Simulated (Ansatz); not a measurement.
# ClH3NOSi radical: basis-set convergence

An exercise on one series of results from a longer session: the logs are not shown, and one member is left open.

Program: Ansatz 0.2.0, Gaussian basis. Level of theory: one geometry, several basis sets. These are calculated values, not measurements.

The runs, in order: PBE0-D4/def2-SVP; ωB97M-V/def2-SVP; PBE0-D4/def2-QZVPP; ωB97M-V/def2-QZVPP; the functionals' def2-TZVPP values are taken from earlier runs.

## Structure used throughout

All runs share one geometry, relaxed beforehand with PBE0-D4 in a triple-zeta def2 set.

SMILES `N[SiH]([O])Cl`, 7 atoms, charge 0, spin multiplicity 2.

Atoms are counted from 1 here; the program's logs count them from 0.

Bond lengths: N1–Si2 1.716 Å, N1–H5 1.010 Å, N1–H6 1.010 Å, Si2–O3 1.626 Å, Si2–Cl4 2.040 Å, Si2–H7 1.475 Å. Angles: Si2–N1–H5 119.4°, Si2–N1–H6 119.1°, H5–N1–H6 111.6°, N1–Si2–O3 99.7°, N1–Si2–Cl4 110.6°, N1–Si2–H7 110.2°, O3–Si2–Cl4 112.0°, O3–Si2–H7 115.9°, Cl4–Si2–H7 108.2°.

The first run:

Contents of in.yaml:

```yaml
crystal:
  periodic: [false, false, false]
  atoms:
    - {symbol: N, position_ang: [-1.010998, 0.011635, 0.275505]}
    - {symbol: Si, position_ang: [0.650151, 0.124201, -0.140101]}
    - {symbol: O, position_ang: [1.158355, -1.335846, 0.364259]}
    - {symbol: Cl, position_ang: [0.871569, 0.355836, -2.154709]}
    - {symbol: H, position_ang: [-1.299463, 0.205928, 1.223229]}
    - {symbol: H, position_ang: [-1.573150, -0.716103, -0.141670]}
    - {symbol: H, position_ang: [1.264833, 1.286350, 0.527787]}
basis:
  gaussian: {orbitals: def2-SVP}
magnetization: {spin_polarized: true, initial_magnetization: 1}
hamiltonian: {xc: pbe0, dispersion: d4}
output: {orbitals: {seedname: orbitals}}
```

The run is started by

```bash
ansatz run in.yaml --threads 4 --pin off --events-out ev --progress --plain --max-ram 10444MiB
```

Steps of the session up to this table: PBE0-D4 in def2-SVP; ωB97M-V in def2-SVP; PBE0-D4 in def2-QZVPP; ωB97M-V in def2-QZVPP.

One of the session's tables, all rows but one given; the rest of the session is left out.

It belongs to the step «Density functionals: the series». 

```
functional       basis  HOMO (eV)  LUMO (eV)
   PBE0-D4    def2-SVP      -8.38      -4.31
   PBE0-D4  def2-TZVPP      -8.59      -4.53
   PBE0-D4  def2-QZVPP          ?          ?
   ωB97M-V    def2-SVP     -10.61      -2.19
   ωB97M-V  def2-TZVPP     -10.85      -2.49
   ωB97M-V  def2-QZVPP     -10.90      -2.56
```

Q: Estimate the row for PBE0-D4, def2-QZVPP from the others.

The run gave: HOMO (eV): -8.64; LUMO (eV): -4.59. In the column «HOMO (eV)» it lies between ωB97M-V, def2-SVP (-10.61) and PBE0-D4, def2-TZVPP (-8.59).
